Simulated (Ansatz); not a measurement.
# CH9BO2Si2: the cost of one run

Method: RKS B3LYP-D4/STO-3G, in Ansatz 0.2.0.

## 1. The structure to begin with

Bond lengths: O1–C2 1.351 Å, C2–B3 1.564 Å, B3–Si4 2.034 Å, Si4–Si5 2.238 Å, Si5–O6 1.714 Å, O1–H7 1.036 Å, C2–H8 1.099 Å, C2–H9 1.112 Å, B3–H10 1.196 Å, Si4–H11 1.457 Å, Si4–H12 1.420 Å, Si5–H13 1.506 Å, Si5–H14 1.470 Å, O6–H15 1.002 Å. Angles (14 of 23 angles, heavy atoms first): O1–C2–B3 108.0°, C2–B3–Si4 121.2°, B3–Si4–Si5 106.2°, Si4–Si5–O6 111.5°, O1–C2–H8 110.8°, O1–C2–H9 112.1°, B3–C2–H8 107.9°, B3–C2–H9 109.2°, C2–O1–H7 106.5°, C2–B3–H10 122.5°, Si4–B3–H10 116.3°, B3–Si4–H11 107.3°, B3–Si4–H12 109.4°, Si5–Si4–H11 109.4°.

Structure file:

```xyz
15

O    -2.2810   -1.0243   -0.7345
C    -1.0163   -1.1744   -1.1846
B    -0.1049   -1.5212    0.0384
Si    1.5282   -0.3950    0.4882
Si    0.7610    1.6527    0.9631
O     0.0667    2.3978   -0.4151
H    -2.3519   -0.0554   -0.3758
H    -0.9524   -2.0068   -1.9000
H    -0.6346   -0.2519   -1.6748
H    -0.2981   -2.4756    0.7335
H     2.1380   -0.9716    1.6787
H     2.3934   -0.3484   -0.6370
H    -0.2893    1.6250    2.0424
H     1.8823    2.4746    1.4414
H    -0.8628    2.0240   -0.4348
```

## 2. Preparing the start

input.yaml reads:

```yaml
crystal:
  periodic: [false, false, false]
  atoms:
    - { symbol: O, position_ang: [-2.281, -1.0243, -0.7345] }
    - { symbol: C, position_ang: [-1.0163, -1.1744, -1.1846] }
    - { symbol: B, position_ang: [-0.1049, -1.5212, 0.0384] }
    - { symbol: Si, position_ang: [1.5282, -0.395, 0.4882] }
    - { symbol: Si, position_ang: [0.761, 1.6527, 0.9631] }
    - { symbol: O, position_ang: [0.0667, 2.3978, -0.4151] }
    - { symbol: H, position_ang: [-2.3519, -0.0554, -0.3758] }
    - { symbol: H, position_ang: [-0.9524, -2.0068, -1.9] }
    - { symbol: H, position_ang: [-0.6346, -0.2519, -1.6748] }
    - { symbol: H, position_ang: [-0.2981, -2.4756, 0.7335] }
    - { symbol: H, position_ang: [2.138, -0.9716, 1.6787] }
    - { symbol: H, position_ang: [2.3934, -0.3484, -0.637] }
    - { symbol: H, position_ang: [-0.2893, 1.625, 2.0424] }
    - { symbol: H, position_ang: [1.8823, 2.4746, 1.4414] }
    - { symbol: H, position_ang: [-0.8628, 2.024, -0.4348] }
basis:
  gaussian: { orbitals: STO-3G }
hamiltonian:
  xc: b3lyp
  dispersion: d4
relax:
  f_tol: 0.02
  max_steps: 40
scf:
  lower_state_search: "off"
```

On the command line:

```
ansatz run input.yaml --threads 1 --pin off --max-ram 2048MiB --backend cpu --events-out ev --progress --plain --runs-dir out
```

**Question.** How long does this run take on 1 thread of Arm Neoverse V2, shared host, and how much memory does it need?

About 1.9 min, with a peak of 0.14 GiB.
